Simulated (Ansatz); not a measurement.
I need an equation of state with a fit of Ti, space group Fm-3m. Use Ansatz 0.2.0, Python API. Level of theory (first run): PBEsol, PAW, cutoff 500 eV, 10×10×10 k-points, Fermi-Dirac smearing of 0.15 eV.

```
Ti
1.0
     0.00000    2.03000    2.03000
     2.03000    0.00000    2.03000
     2.03000    2.03000    0.00000
Ti
1
Cartesian
  0.0000 0.0000 0.0000
```

Script `ti.py`:
```python
# -*- coding: utf-8 -*-
'''Bulk modulus of Ti from an E(V) curve.'''

import warnings

import ansatz
import numpy as np

vectors0 = np.array([
    [0.0, 2.03, 2.03],
    [2.03, 0.0, 2.03],
    [2.03, 2.03, 0.0],
])
sites = [
    ('Ti', [0.0, 0.0, 0.0]),
]


def on_lattice(cell):
    crystal = ansatz.Crystal(lattice=ansatz.Lattice.of(cell))
    for symbol, position in sites:
        crystal = crystal.atom(symbol, position)
    return crystal

warnings.simplefilter('ignore', ansatz.DeckWarning)

# uniform scaling of the cell
volumes, energies, pressures = [], [], []
for scale in np.linspace(0.94, 1.06, 7):
    cell = vectors0 * scale ** (1 / 3)
    setup = (
        on_lattice(cell).calculation()
        .functional('pbesol')
        .pseudopotentials('paw')
        .occupations('fermi_dirac', width=0.15)
        .basis(500)
        .kpoints(10, 10, 10)
        .stress()
    )
    summary = setup.run().report
    volumes.append(abs(np.linalg.det(cell)) / len(sites))
    energies.append(summary['free_energy_ev'] / len(sites))
    pressures.append(np.trace(summary['stress_gpa']) / 3)
    print(f'V = {volumes[-1]:8.4f} A^3/atom  F = {energies[-1]:.5f} eV/atom  P = {pressures[-1]:8.3f} GPa')

# third-order Birch-Murnaghan: a cubic in V^(-2/3)
x = np.array(volumes) ** (-2 / 3)
poly = np.polynomial.Polynomial.fit(x, energies, 3).convert()
roots = poly.deriv().roots()
x0 = min((r.real for r in roots if abs(r.imag) < 1e-9 and poly.deriv(2)(r.real) > 0), key=lambda r: abs(r - x.mean()))
v0 = x0 ** -1.5
b0 = 4 / 9 * poly.deriv(2)(x0) * v0 ** (-7 / 3) * 160.21766
b1 = 4 + 2 / 3 * x0 * poly.deriv(3)(x0) / poly.deriv(2)(x0)
print(f'V0 = {v0:.4f} A^3/atom, B0 = {b0:.1f} GPa, dB/dP = {b1:.2f}')
```

```console
$ python ti.py
V =  15.7270 A^3/atom  F = -2473.87613 eV/atom  P =    8.128 GPa
V =  16.0616 A^3/atom  F = -2473.89009 eV/atom  P =    5.291 GPa
V =  16.3962 A^3/atom  F = -2473.89839 eV/atom  P =    2.695 GPa
V =  16.7309 A^3/atom  F = -2473.90150 eV/atom  P =    0.318 GPa
V =  17.0655 A^3/atom  F = -2473.89986 eV/atom  P =   -1.858 GPa
V =  17.4001 A^3/atom  F = -2473.89387 eV/atom  P =   -3.850 GPa
V =  17.7347 A^3/atom  F = -2473.88390 eV/atom  P =   -5.674 GPa
V0 = 16.7779 A^3/atom, B0 = 112.5 GPa, dB/dP = 3.42
```

A third-order Birch-Murnaghan fit through the 7 points has its minimum at 16.78 Å³ an atom, 0.3 % above the typed cell, with a bulk modulus of 113 GPa and dB/dP = 3.4. From that minimum the energy rises by 25.4 meV an atom on the compressed side and 17.7 meV on the expanded side.

What to keep in mind:
- Absolute energies stand on the zero of these potentials, so only differences at equal settings mean something.
- Spin is left out of this run.
- For a metal this k-point mesh is coarse: on a finer one energies can move by several to tens of meV an atom and pressures by half a GPa or more, differences at one mesh by less.
- A Fermi-Dirac width this large means warm electrons, whose thermal share enters the free energy.
- Pressure is positive in compression.
- This isn't the structure that Ti takes at ambient conditions.
- Cost: about 5 core-seconds.

(A comment or docstring line of the script was reworded after the run, the code is as it ran; lines on the test bed's own set-up are left out of the output.)
